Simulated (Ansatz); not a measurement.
Run this with the Python package of Ansatz (0.2.0) and show what comes out.

`bde.py`:
```python
"""Cost of removing each kind of hydrogen from GeH2, fragments frozen."""

import ansatz as az


def single_point(molecule, charge=0, unpaired=0):
    calc = (
        molecule.calculation()
        .basis(gaussian="def2-TZVP")
        .correlation("ccsd_t")
    )
    if charge:
        calc = calc.charge(charge)
    if unpaired:
        calc = calc.spin("collinear", total=unpaired)
    return calc.run().report["free_energy_ev"]

def without(molecule, index):
    rest = az.Crystal.molecule()
    for i, site in enumerate(molecule.cartesian_sites):
        if i != index:
            rest = rest.atom(site.symbol, site.position_ang)
    return rest


def main() -> None:
    geometry_ang = [
        ("Ge", (-0.5953, 0.4232, -0.2753)),
        ("H", (0.7811, 0.7071, 0.5038)),
        ("H", (-0.1858, -1.1303, -0.2285)),
    ]
    geometry = az.Crystal.molecule()
    for symbol, xyz in geometry_ang:
        geometry = geometry.atom(symbol, xyz)

    whole = single_point(geometry, 0)
    hydrogen = single_point(az.Crystal.molecule().atom("H", (0, 0, 0)), 0, 1)
    print(f"E(molecule) = {whole:.5f} eV, E(H) = {hydrogen:.5f} eV")
    for index in [2]:
        radical = single_point(without(geometry, index), 0, 1)
        print(f"H{index}: homolysis {(radical + hydrogen - whole):.3f} eV")
        anion = single_point(without(geometry, index), -1)
        print(f"H{index}: loss of a proton {(anion - whole):.3f} eV")


if __name__ == "__main__":
    main()
```

```console
$ python bde.py
E(molecule) = -56510.76470 eV, E(H) = -13.60052 eV
H2: homolysis 3.075 eV
H2: loss of a proton 16.807 eV
```

Caveats:
- Total energies depend on the basis set; only differences at equal settings carry meaning.
- The geometry is a force-field or estimated start, not a minimum of this method, and the basis set is short of its limit. All parts are taken at fixed geometry, without zero-point energy.
- Anions want diffuse functions, which this basis lacks.
- Timing: 5 s on 1 thread of Intel(R) Xeon(R) Platinum 8488C (Sapphire Rapids), on a shared host, peak memory 0.22 GiB.

(Lines on the test bed's own set-up are left out of the output.)
